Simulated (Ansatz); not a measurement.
# BrClGaHO: one species, many methods

One table from this session's results is given with a row withheld; the runs are named, their logs left out.

Program: Ansatz 0.2.0, Gaussian basis. Level of theory: functionals in def2-TZVPP, the program's frozen cores in correlated methods. These are calculated values, not measurements.

The runs, in order: LDA (SPW92), PBE-D4, revPBE-D4, BLYP-D4, r2SCAN-D4, B97M-V, PBE0-D4, B3LYP-D4, r2SCANh-D4, r2SCAN0-D4, HSE06-D4, BHLYP-D4, CAM-B3LYP-D4, LC-ωPBE, ωB97X-V, ωB97M-V, B2PLYP, PBE-QIDH; CCSD(T)/def2-SVP; CCSD(T)/def2-TZVPP; MP2/def2-QZVPP; extrapolation to the limit; RPA on PBE.

## The geometry

An earlier PBE0-D4 in a triple-zeta def2 set relaxation fixed the geometry.

5 atoms, charge 0, spin multiplicity 1.

Atoms are counted from 1 here; the program's logs count them from 0.

Bond lengths: O1–Ga2 1.766 Å, O1–H5 0.961 Å, Ga2–Cl3 2.112 Å, Ga2–Br4 2.267 Å. Angles: Ga2–O1–H5 112.9°, O1–Ga2–Cl3 118.0°, O1–Ga2–Br4 121.1°, Cl3–Ga2–Br4 120.9°.

The first run:

in.yaml reads:

```yaml
crystal:
  periodic: [false, false, false]
  atoms:
    - {symbol: O, position_ang: [0.357692, 1.332259, 0.323418]}
    - {symbol: Ga, position_ang: [0.112472, -0.395229, 0.051005]}
    - {symbol: Cl, position_ang: [1.434292, -1.746359, 0.992826]}
    - {symbol: Br, position_ang: [-1.570809, -1.143613, -1.270400]}
    - {symbol: H, position_ang: [-0.283649, 1.879141, -0.138249]}
basis:
  gaussian: {orbitals: def2-TZVPP}
hamiltonian: {xc: lda}
output: {orbitals: {seedname: orbitals}}
```

Steps of the session up to this table: LDA; PBE-D4 (GGA); revPBE-D4 (GGA); BLYP-D4 (GGA); r2SCAN-D4 (meta-GGA); B97M-V (meta-GGA); PBE0-D4 (hybrid); B3LYP-D4 (hybrid); r2SCANh-D4 (hybrid); r2SCAN0-D4 (hybrid); HSE06-D4 (hybrid); BHLYP-D4 (hybrid); CAM-B3LYP-D4 (range-separated); LC-ωPBE-D4 (range-separated; the results give it without D4); ωB97X-V (range-separated); ωB97M-V (range-separated); B2PLYP (double hybrid); PBE-QIDH (double hybrid).

One table of the session follows, with a row left open; its other results are not shown here.

It belongs to the step «Orbital energies across the functionals». 

```
  functional  HOMO (eV)  LUMO (eV)  gap (eV)
 LDA (SPW92)      -7.74      -2.92      4.82
      PBE-D4      -7.56      -2.59      4.97
   revPBE-D4      -7.50      -2.46      5.04
     BLYP-D4      -7.38      -2.56      4.81
   r2SCAN-D4      -7.92      -2.31      5.61
      B97M-V      -7.97      -2.36      5.61
     PBE0-D4      -8.90      -1.66      7.24
    B3LYP-D4      -8.62      -2.00      6.62
  r2SCANh-D4          ?          ?         ?
  r2SCAN0-D4      -9.14      -1.50      7.65
    HSE06-D4      -8.50      -2.03      6.47
    BHLYP-D4     -10.07      -0.77      9.30
CAM-B3LYP-D4     -10.24      -0.72      9.52
     LC-ωPBE     -11.67       0.60     12.27
     ωB97X-V     -11.28       0.43     11.72
     ωB97M-V     -11.13       0.24     11.38
```

Q: Estimate the row for r2SCANh-D4 from the others.

Worked estimate for «HOMO (eV)». Against the share of exact exchange, r2SCAN-D4 (0, -7.92), r2SCAN0-D4 (0.25, -9.14) give a slope of -4.88 per unit share; at 0.1 the line stands at -8.41.

As computed: HOMO (eV): -8.41; LUMO (eV): -1.99; gap (eV): 6.42. In «HOMO (eV)» the line misses by 0.00.
